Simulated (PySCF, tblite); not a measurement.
# C₇H₁₃AlO₂: geometry, infrared bands and NMR shifts

What infrared bands and NMR shifts should C₇H₁₃AlO₂ (`CCC/C=[CH]\[Al]1[O]CC[O]1`) show?

Computed with tblite 0.8.0 and PySCF 2.14.0, with density-fitted response routines of our own, on a single molecule in the gas phase. Atoms count from 0, in the outputs and in this text.

## 1. The molecule as given

23 atoms, charge 0, multiplicity 1; geometry from: force field or distance geometry start.

Bonds of the start (Å): C0–C1 1.49, C1–C2 1.52, C2–C3 1.50, C3–C4 1.32, C4–Al5 1.98, Al5–O6 1.85, O6–C7 1.40, C7–C8 1.49, C8–O9 1.43, O9–Al5 1.86, C0–H10 1.14, C0–H11 1.11, C0–H12 1.11, C1–H13 1.11, C1–H14 1.10, C2–H15 1.10, C2–H16 1.11, C3–H17 1.09, C4–H18 1.09, C7–H19 1.11, C7–H20 1.11, C8–H21 1.09, C8–H22 1.13.

## 2. Optimising the geometry with GFN2-xTB

Job settings and geometry (Å):

```
{"job": {"kind": "relax", "xc": "GFN2-xTB", "basis": "xTB"}, "charge": 0, "multiplicity": 1}
C     -2.869100     0.701200     0.265700
C     -2.960700    -0.779500     0.421700
C     -1.560100    -1.365100     0.289500
C     -1.109300    -0.978900    -1.091200
C     -0.027100    -0.252300    -1.299000
Al     1.095700     0.430700     0.183000
O      2.451700    -0.632100     0.850000
C      3.486100     0.311700     0.895700
C      3.370400     1.223200    -0.273800
O      2.147700     1.940300    -0.119100
H     -3.929900     1.048700     0.035300
H     -2.210100     0.916700    -0.600400
H     -2.494100     1.136900     1.217600
H     -3.312700    -1.059700     1.433500
H     -3.674600    -1.172900    -0.311900
H     -0.866100    -0.941000     1.036400
H     -1.681400    -2.467300     0.383000
H     -1.712700    -1.355400    -1.911300
H      0.226400    -0.027800    -2.332500
H      3.564200     0.845400     1.864400
H      4.427900    -0.267400     0.804400
H      3.455400     0.763000    -1.257100
H      4.177500     2.008500    -0.200800
```

Run with:

```bash
> OMP_NUM_THREADS=1 python probes_run.py task.json out
```

The driver reads the jobs from task.json and runs them one after another.

Log:

```text
step      E/eV     max force
  0    -838.64127    2.971
  1    -839.09406    1.606
  2    -839.32209    0.858
  3    -839.40493    1.074
  4    -839.46623    0.728
  5    -839.49803    0.538
  6    -839.52026    0.340
  7    -839.54664    0.465
  8    -839.56512    0.303
  9    -839.58102    0.262
 10    -839.59340    0.246
 11    -839.60752    0.403
 12    -839.62491    0.416
 13    -839.64509    0.368
 14    -839.66476    0.324
 15    -839.68203    0.253
 16    -839.69701    0.286
 17    -839.70904    0.232
 18    -839.71758    0.185
 19    -839.72541    0.196
 20    -839.73596    0.253
 21    -839.75041    0.334
 22    -839.76683    0.333
 23    -839.78225    0.300
 24    -839.79533    0.283
 25    -839.80746    0.306
 26    -839.81821    0.337
 27    -839.82075    0.454
 28    -839.83692    0.225
 29    -839.84576    0.232
 30    -839.85838    0.308
 31    -839.86961    0.270
 32    -839.88259    0.249
 33    -839.89087    0.169
 34    -839.89581    0.256
 35    -839.90240    0.164
 36    -839.90897    0.128
 37    -839.91436    0.109
 38    -839.91701    0.121
 39    -839.92014    0.146
 40    -839.92389    0.134
 41    -839.92664    0.103
 42    -839.92852    0.096
 43    -839.93147    0.102
 44    -839.93571    0.161
 45    -839.94060    0.170
 46    -839.94455    0.131
 47    -839.94721    0.221
 48    -839.95038    0.134
 49    -839.95324    0.116
 50    -839.95839    0.120
 51    -839.96202    0.133
 52    -839.96635    0.122
 53    -839.96889    0.097
 54    -839.97088    0.102
 55    -839.97277    0.120
 56    -839.97445    0.105
 57    -839.97590    0.088
 58    -839.97711    0.074
 59    -839.97827    0.090
 60    -839.97997    0.099
 61    -839.98173    0.091
 62    -839.98351    0.079
 63    -839.98526    0.089
 64    -839.98737    0.098
 65    -839.99000    0.116
 66    -839.99279    0.124
 67    -839.99520    0.096
 68    -839.99716    0.097
 69    -839.99866    0.094
 70    -840.00005    0.077
 71    -840.00128    0.079
 72    -840.00216    0.065
 73    -840.00283    0.047
 74    -840.00348    0.052
 75    -840.00419    0.059
 76    -840.00489    0.055
 77    -840.00550    0.059
 78    -840.00610    0.055
 79    -840.00688    0.075
 80    -840.00816    0.113
 81    -840.01000    0.147
 82    -840.01209    0.138
 83    -840.01415    0.099
 84    -840.01604    0.098
 85    -840.01776    0.093
 86    -840.01926    0.091
 87    -840.02036    0.064
 88    -840.02119    0.082
 89    -840.02196    0.064
 90    -840.02301    0.067
 91    -840.02429    0.075
 92    -840.02573    0.073
 93    -840.02725    0.078
 94    -840.02875    0.084
 95    -840.03023    0.085
 96    -840.03185    0.092
 97    -840.03334    0.088
 98    -840.03462    0.073
 99    -840.03551    0.056
100    -840.03631    0.054
101    -840.03697    0.047
102    -840.03746    0.038
103    -840.03774    0.031
104    -840.03796    0.030
105    -840.03819    0.032
106    -840.03846    0.040
107    -840.03876    0.039
108    -840.03911    0.045
109    -840.03954    0.047
110    -840.04008    0.046
111    -840.04061    0.053
112    -840.04108    0.042
113    -840.04149    0.040
114    -840.04192    0.044
115    -840.04236    0.043
116    -840.04273    0.035
117    -840.04302    0.041
118    -840.04333    0.043
119    -840.04371    0.051
120    -840.04420    0.050
121    -840.04475    0.065
122    -840.04541    0.065
123    -840.04627    0.072
124    -840.04743    0.071
125    -840.04845    0.069
126    -840.04937    0.062
127    -840.04983    0.058
128    -840.05033    0.049
129    -840.05070    0.035
130    -840.05123    0.037
131    -840.05143    0.034
132    -840.05165    0.029
133    -840.05181    0.033
134    -840.05200    0.028
135    -840.05222    0.036
136    -840.05245    0.042
137    -840.05270    0.033
138    -840.05300    0.042
139    -840.05338    0.050
140    -840.05388    0.061
141    -840.05450    0.063
142    -840.05524    0.058
143    -840.05601    0.054
144    -840.05673    0.048
145    -840.05730    0.048
146    -840.05771    0.048
147    -840.05804    0.042
148    -840.05833    0.031
149    -840.05856    0.032
150    -840.05875    0.024
151    -840.05891    0.024
152    -840.05900    0.021
153    -840.05912    0.021
154    -840.05926    0.021
155    -840.05946    0.029
156    -840.05969    0.035
157    -840.05997    0.038
158    -840.06022    0.038
159    -840.06040    0.031
160    -840.06053    0.021
161    -840.06066    0.025
162    -840.06082    0.030
163    -840.06102    0.035
164    -840.06123    0.038
165    -840.06145    0.032
166    -840.06167    0.039
167    -840.06189    0.033
168    -840.06205    0.035
169    -840.06220    0.027
170    -840.06233    0.026
171    -840.06249    0.031
172    -840.06272    0.032
173    -840.06295    0.030
174    -840.06315    0.028
175    -840.06332    0.024
176    -840.06348    0.028
177    -840.06364    0.024
178    -840.06378    0.019
179    -840.06389    0.021
180    -840.06397    0.019
181    -840.06405    0.022
182    -840.06412    0.019
183    -840.06420    0.018
184    -840.06423    0.015
185    -840.06427    0.008
```

Wall time 2 s (1 thread of Arm Neoverse V1, shared host); peak memory 0.18 GiB.

Step by step: (not every step is listed)

```csv
step,energy from step 0 (eV),largest force (eV/Å)
0,0.0000,2.9707
1,-0.4528,1.6057
2,-0.6808,0.8578
3,-0.7637,1.0743
4,-0.8250,0.7285
5,-0.8568,0.5376
6,-0.8790,0.3399
7,-0.9054,0.4653
8,-0.9239,0.3034
25,-1.1662,0.3057
42,-1.2873,0.0955
59,-1.3370,0.0897
76,-1.3636,0.0550
93,-1.3860,0.0779
110,-1.3988,0.0464
127,-1.4086,0.0584
144,-1.4155,0.0477
161,-1.4194,0.0255
178,-1.4225,0.0193
180,-1.4227,0.0194
181,-1.4228,0.0221
182,-1.4229,0.0193
183,-1.4229,0.0179
184,-1.4230,0.0152
185,-1.4230,0.0085
```

Distances of close pairs at the start and the end, largest changes first:

```csv
bond,before (Å),after (Å),change (Å)
Al5–O9,1.865,1.709,-0.156
Al5–O6,1.847,1.714,-0.133
C7–C8,1.487,1.571,+0.084
C0–H10,1.140,1.088,-0.052
C8–H22,1.128,1.095,-0.033
C0–C1,1.492,1.522,+0.031
C4–Al5,1.981,1.951,-0.030
C8–O9,1.426,1.398,-0.027
```

The final coordinates are the input of the step that follows.

## 3. Infrared spectrum with GFN2-xTB

Job settings and geometry (Å):

```
{"job": {"kind": "ir", "xc": "GFN2-xTB", "basis": "xTB"}, "charge": 0, "multiplicity": 1}
C     -2.254951     0.746112     0.658887
C     -2.572436    -0.742444     0.626178
C     -1.455328    -1.537634    -0.059291
C     -1.305212    -1.169190    -1.495875
C     -0.264412    -0.486810    -1.963144
Al     1.137948     0.119163    -0.750045
O      1.542488    -0.033796     0.908801
C      2.743478     0.622527     1.208970
C      3.347317     1.276643    -0.085505
O      2.505345     1.049665    -1.178782
H     -2.994757     1.286500     1.244869
H     -2.243535     1.159237    -0.347821
H     -1.272031     0.905309     1.102846
H     -2.687535    -1.111389     1.647234
H     -3.517164    -0.908647     0.102501
H     -0.504846    -1.324234     0.445979
H     -1.672610    -2.605584     0.027668
H     -2.118382    -1.479282    -2.147912
H     -0.213298    -0.232287    -3.016727
H      2.549014     1.395641     1.959333
H      3.451700    -0.101301     1.624857
H      4.331349     0.843360    -0.293012
H      3.463105     2.355427     0.063010
```

Log:

```text
mode    cm-1     km/mol
  1      22.3      0.17
  2      43.6      0.15
  3      68.5      0.32
  4      78.4      0.06
  5      88.1      0.24
  6      99.1      1.43
  7     154.5      5.39
  8     182.5      0.88
  9     239.8      6.24
 10     295.0     25.85
 11     335.1     25.03
 12     357.7     27.93
 13     448.5     21.83
 14     502.5     41.19
 15     600.2      3.94
 16     618.1      6.27
 17     710.4    181.92
 18     741.8     35.10
 19     796.2    116.96
 20     819.8     43.08
 21     856.2      0.83
 22     901.6     18.99
 23     904.6      0.86
 24     924.1      5.35
 25     928.4      2.94
 26     987.0      5.77
 27    1059.6      4.16
 28    1071.5    210.64
 29    1080.8     35.70
 30    1089.4      4.82
 31    1092.6      0.11
 32    1113.4      1.74
 33    1181.6      2.09
 34    1207.5      0.03
 35    1213.5      7.15
 36    1218.9      3.97
 37    1250.2      2.35
 38    1281.3      5.19
 39    1307.2      7.46
 40    1314.6      0.01
 41    1324.5      2.06
 42    1339.6      1.46
 43    1410.2      3.66
 44    1445.0      2.29
 45    1473.5      0.03
 46    1486.8      2.16
 47    1489.3      0.53
 48    1492.8      6.21
 49    1495.9      3.33
 50    1644.6     37.27
 51    2896.9      2.11
 52    2916.0    103.39
 53    2918.4     44.55
 54    2920.0     20.55
 55    2928.4    109.03
 56    2956.2     32.16
 57    2966.4     26.17
 58    2981.9     33.05
 59    2984.1     58.07
 60    3000.4     43.76
 61    3003.3    102.22
 62    3027.8     46.37
 63    3036.7     33.33
```

Run time: 1.3 s. Hardware: 1 thread of Arm Neoverse V1, shared host; peak memory 0.18 GiB.

Which atoms move in the most intense modes:

```csv
cm⁻¹,km/mol,atoms
710,181.9,"O9 38 %, Al5 26 %, O6 20 %"
796,117.0,"Al5 44 %, O6 13 %, C4 10 %"
1072,210.6,"C7 45 %, O6 33 %, C8 12 %"
2916,103.4,"H19 31 %, H20 26 %, H21 17 %, H22 16 %"
2928,109.0,"H20 38 %, H19 33 %, H21 13 %, H22 12 %"
2984,58.1,"H13 68 %, H14 17 %"
3003,102.2,"H12 71 %, H18 12 %"
3028,46.4,H11 84 %
```

## 4. Shielding tensors: PBE0/pcSseg-1

The job, as its differences from that of step 3:

```diff
@@ -1,2 +1,2 @@
-{"job": {"kind": "ir", "xc": "GFN2-xTB", "basis": "xTB"}, "charge": 0, "multiplicity": 1}
+{"job": {"kind": "nmr", "xc": "PBE0", "basis": "pcSseg-1"}, "charge": 0, "multiplicity": 1}
 C     -2.254951     0.746112     0.658887
```

Method: GIAO PBE0/pcSseg-1 NMR shielding, non-relativistic, gas phase.

Log:

```text
coarse grid: 19464 points
cycle   1  E = -666.5492816720  dE =  1.243e+00  |g| = 1.043e+00  |ddm| = 4.250e+00
cycle   2  E = -666.2448145550  dE =  3.045e-01  |g| = 1.647e+00  |ddm| = 2.075e+00
cycle   3  E = -666.7566614502  dE = -5.118e-01  |g| = 1.387e-01  |ddm| = 1.433e+00
cycle   4  E = -666.7602357036  dE = -3.574e-03  |g| = 5.742e-02  |ddm| = 1.503e-01
cycle   5  E = -666.7610642090  dE = -8.285e-04  |g| = 9.232e-03  |ddm| = 5.247e-02
cycle   6  E = -666.7610769488  dE = -1.274e-05  |g| = 5.150e-03  |ddm| = 1.083e-02
cycle   7  E = -666.7610823615  dE = -5.413e-06  |g| = 7.716e-04  |ddm| = 4.120e-03
final grid: 182600 points
cycle   8  E = -666.8425443993  dE = -4.222e-05  |g| = 1.476e-02  |ddm| = 3.351e-02
cycle   9  E = -666.8424961241  dE =  4.828e-05  |g| = 2.188e-02  |ddm| = 2.387e-02
cycle  10  E = -666.8425883018  dE = -9.218e-05  |g| = 1.833e-03  |ddm| = 1.477e-02
cycle  11  E = -666.8425890239  dE = -7.221e-07  |g| = 2.245e-04  |ddm| = 1.536e-03
cycle  12  E = -666.8425890338  dE = -9.984e-09  |g| = 8.468e-05  |ddm| = 2.608e-04
cycle  13  E = -666.8425890349  dE = -1.104e-09  |g| = 5.110e-05  |ddm| = 1.010e-04
cycle  14  E = -666.8425890356  dE = -6.635e-10  |g| = 7.006e-06  |ddm| = 4.731e-05
converged SCF energy = -666.8425890356

GIAO shielding tensors (ppm)
atom      isotropic    diamagn.    paramagn.     s11        s22        s33       span
  0 C      172.338     251.126     -78.788    158.925    175.336    182.753     23.828
  1 C      164.194     248.926     -84.733    160.239    162.881    169.460      9.222
  2 C      136.192     252.480    -116.288    119.925    134.151    154.500     34.576
  3 C       16.871     258.013    -241.142   -112.153      9.637    153.130    265.283
  4 C       57.865     260.236    -202.371    -40.310     60.843    153.062    193.372
  5 Al     413.273     799.712    -386.439    332.517    379.703    527.600    195.083
  6 O      288.141     400.305    -112.164    196.556    310.043    357.825    161.269
  7 C      119.387     238.454    -119.067     90.665    105.638    161.858     71.193
  8 C      120.270     241.158    -120.888     92.693    107.127    160.990     68.296
  9 O      287.460     400.576    -113.116    171.521    324.795    366.064    194.543
 10 H       30.590      29.376       1.214     25.856     27.850     38.064     12.209
 11 H       30.633      32.503      -1.870     26.831     30.230     34.837      8.006
 12 H       31.062      33.524      -2.462     25.925     30.053     37.208     11.283
 13 H       30.115      30.547      -0.432     25.628     28.013     36.705     11.077
 14 H       30.387      30.130       0.256     25.794     28.369     36.997     11.203
 15 H       29.721      34.422      -4.702     26.119     28.036     35.007      8.889
 16 H       28.626      31.269      -2.643     25.104     27.055     33.719      8.615
 17 H       24.578      31.302      -6.724     22.118     25.083     26.531      4.413
 18 H       25.888      31.201      -5.313     24.394     25.935     27.336      2.942
 19 H       27.388      28.453      -1.065     22.732     26.030     33.403     10.671
 20 H       27.401      27.692      -0.291     22.744     25.841     33.619     10.876
 21 H       27.389      26.874       0.516     22.851     25.736     33.581     10.730
 22 H       27.398      27.473      -0.076     23.148     25.675     33.370     10.223
```

Wall time 76 s (1 thread of Arm Neoverse V1, shared host); peak memory 1.1 GiB.

The references, computed at this level on geometries of the same kind, shield at (ppm): ¹H TMS 31.72, ¹³C TMS 186.9, ¹⁷O H2O 336.1, ²⁷Al AlH4- 490.0. Their shielding less the atom's gives the shift. The references are single molecules in the gas phase, so shifts against H2O, NH3, PH3, H3PO4 or CFCl3 are not on the usual liquid scales and can be off by tens of ppm. Shifts against hydride references such as AlH4− lie on their own scale. Atoms listed in one row are averaged.

```csv
atoms,environment,σ (ppm),δ (ppm)
C3,alkene CH,16.9,170.1
C4,alkene CH,57.9,129.1
"C7, C8",sp3 CH2 bonded to O,119.8,67.1
C2,allylic sp3 CH2,136.2,50.7
C1,sp3 CH2,164.2,22.7
C0,methyl carbon,172.3,14.6
H17,hydrogen on an alkene CH,24.58,7.14
H18,hydrogen on an alkene CH,25.89,5.83
"H19, H20, H21, H22",hydrogen on an sp3 CH2 bonded to O,27.39,4.32
"H15, H16",hydrogen on an allylic sp3 CH2,29.17,2.54
"H13, H14",hydrogen on an sp3 CH2,30.25,1.47
"H10, H11, H12",hydrogen on a methyl carbon,30.76,0.96
Al5,"aluminium bonded to C, 2 O, in a 5-membered ring",413.3,76.7
"O6, O9","oxygen bonded to C, Al, in a 5-membered ring",287.8,48.3
```

The run also stored atomic charges by several schemes (e):

```csv
atoms,Mulliken,IAO,Hirshfeld,ESP fit
C0,-0.31,-0.42,-0.12,-0.24
C1,-0.26,-0.25,-0.06,0.14
C2,-0.25,-0.25,-0.06,-0.15
C3,-0.12,-0.08,-0.02,0.14
C4,-0.47,-0.50,-0.20,-0.87
Al5,1.15,1.18,0.62,1.33
"O6, O9",-0.70,-0.67,-0.32,-0.65
"C7, C8",0.06,-0.07,-0.01,0.13
```

Mayer bond orders: C0–C1 1.05, C1–C2 1.03, C2–C3 1.04, C3–C4 1.88, C4–Al5 0.91, Al5–O6 0.85, O6–C7 0.91, C7–C8 1.00, C8–O9 0.91, O9–Al5 0.93.

Ring of atoms Al5, O6, C7, C8, O9: NICS(0) -5.2, NICS(1) -1.5, NICS(1)zz -3.1 ppm (means of both faces).

The fields below are evaluated on a grid from the run's orbitals.

Frontier orbitals at PBE0/pcSseg-1, with the share of their density that lies nearest to each atom:

```csv
orbital,energy (eV),lies on
HOMO,-7.16,O9 35 %; O6 28 %; 4 H atoms about 7 % each
LUMO,-0.90,C3 26 %; Al5 24 %; C4 18 %
```

ELF in a plane through or near 9 of the atoms.

Ten even steps from '0' (0.00) to '9' (1.00):
```
0000000000000000000000000000
0000000000000000000000000000
0000000000000000000000000000
0000000000000022000000000000
0000000000000265104850000000
0000000132004566439992000000
0000200376317922849992000000
0006993278121776527630000000
0008999456177151463001000000
0004885250110000123489910000
0000234881675100025799940000
0000002653685101153299920000
0000002895153038446543200000
0000007998000058411210000000
0000007998000012000000000000
0000000451000000000000000000
0000000000000000000000000000
0000000000000000000000000000
0000000000000000000000000000
0000000000000000000000000000
```
The map spans 13.9 Å across and 10.9 Å up, centred on the molecule. Atoms in the plane (x, y in Å): C1 (2.6, -0.8), C3 (1.7, 1.6), C4 (0.5, 2.0), Al5 (-1.1, 0.9), C8 (-3.6, 0.2), H14 (3.6, -0.4), H17 (2.6, 2.1), H19 (-3.0, -1.8), H21 (-4.4, 0.7).

On the surface of density 0.002 e/bohr³ the electrostatic potential runs, from the 1st to the 99th percentile, from -1.66 V near O9 to 1.99 V near Al5.

## 5. Summary of results

| quantity | value |
| --- | --- |
| strongest single infrared mode (GFN2-xTB) | 1072 cm⁻¹, 211 km/mol |
| zero-point energy (GFN2-xTB) | 117.7 kcal/mol |
| ¹³C shifts against TMS (PBE0/pcSseg-1, means over atoms taken as alike) | 170.1, 129.1, 67.1, 50.7, 22.7, 14.6 ppm |
| ¹H shifts against TMS (PBE0/pcSseg-1, means over atoms taken as alike) | 7.14, 5.83, 4.32, 2.54, 1.47, 0.96 ppm |
| ²⁷Al shifts against AlH4- (PBE0/pcSseg-1) | 76.7 ppm |
| ¹⁷O shifts against H2O (PBE0/pcSseg-1, means over atoms taken as alike) | 48.3 ppm |
| surface potential, 1st and 99th percentile | -1.66 V and 1.99 V |

**Reading.** The optimisation took 185 steps and gained 1.423 eV; among the close pairs (by a distance rule), Al5–O9 changed most, from 1.865 to 1.709 Å. No mode is imaginary among the 63: a minimum at this level. The strongest single mode, at 1072 cm⁻¹, moves mainly C7 and O6. Unscaled tight-binding wavenumbers are off by several per cent, some by more. Its intensities can rank the bands wrongly. At PBE0/pcSseg-1: Shielding is most anisotropic at C3 (span 265 ppm, paramagnetic term -241 ppm). At PBE0/pcSseg-1, counted by nearest atom on the grid, the HOMO lies on O9 35 %; O6 28 %, the LUMO on C3 26 %; Al5 24 %.
